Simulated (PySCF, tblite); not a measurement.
# C₅H₂F₂NO radical: geometry, infrared bands and EPR parameters

Wanted: the infrared bands and EPR parameters of C₅H₂F₂NO radical (`N#C[C](F)[C@H]1OC=C1F`), by calculation.

Computed with tblite 0.8.0 and PySCF 2.14.0, with density-fitted response routines of our own, on a single molecule in the gas phase. Atoms are numbered from 0 throughout.

**1. The molecule as given**

11 atoms, charge 0, multiplicity 2; geometry from: force field or distance geometry start.

Bonds of the start (Å): N0–C1 1.15, C1–C2 1.45, C2–F3 1.36, C2–C4 1.50, C4–O5 1.40, O5–C6 1.39, C6–C7 1.34, C7–F8 1.35, C7–C4 1.49, C4–H9 1.11, C6–H10 1.08.

**2. Relaxing the molecule with GFN2-xTB**

Job settings and geometry (Å):

```
{"job": {"kind": "relax", "xc": "GFN2-xTB", "basis": "xTB"}, "charge": 0, "multiplicity": 2}
N     -1.196100     2.428100    -0.691100
C     -1.338600     1.292600    -0.560800
C     -1.469600    -0.143100    -0.388500
F     -2.112300    -0.388100     0.787000
C     -0.137500    -0.828000    -0.338100
O      0.834400    -0.331300    -1.212400
C      1.617000     0.076300    -0.137900
C      0.741800    -0.369000     0.773700
F      0.737600    -0.371500     2.124900
H     -0.254100    -1.931800    -0.269800
H      2.582900     0.568500    -0.113100
```

On the command line:

```sh
$ OMP_NUM_THREADS=1 python probes_run.py task.json out
```

One launch serves the whole session: the jobs run in the order shown.

**Question.** This job is followed by: GFN2-xTB harmonic vibrations, gas phase; UKS B3LYP, pcH-1 on C F H N O, non-relativistic, mean-field spin-orbit, GIAO. Predict these results of the whole session: strongest single infrared mode (GFN2-xTB); zero-point energy (GFN2-xTB); g(iso) (B3LYP); ⟨S²⟩; largest a(iso); surface potential, 1st and 99th percentile.

The runs gave:

```
                                 quantity                  value
strongest single infrared mode (GFN2-xTB)  1233 cm⁻¹, 250 km/mol
             zero-point energy (GFN2-xTB)          37.2 kcal/mol
                           g(iso) (B3LYP)                2.00384
                                     ⟨S²⟩     0.763 (exact 0.75)
                           largest a(iso)   19F on F3, 128.7 MHz
    surface potential, 1st and 99th percentile     -1.46 V and 1.71 V
```

What this shows: The optimisation took 74 steps and gained 0.717 eV; among the close pairs (by a distance rule), C1–C2 changed most, from 1.452 to 1.375 Å. No mode is imaginary among the 27: a minimum at this level. The strongest single mode, at 1233 cm⁻¹, is carried by C7, C6, O5. GFN2-xTB is a fitted tight-binding method: band positions and strengths are rough. Its intensities can rank the bands wrongly. C2 carries the largest spin population, 0.72 e. The isotropic g lies 1.5 ppt above the free-electron value.
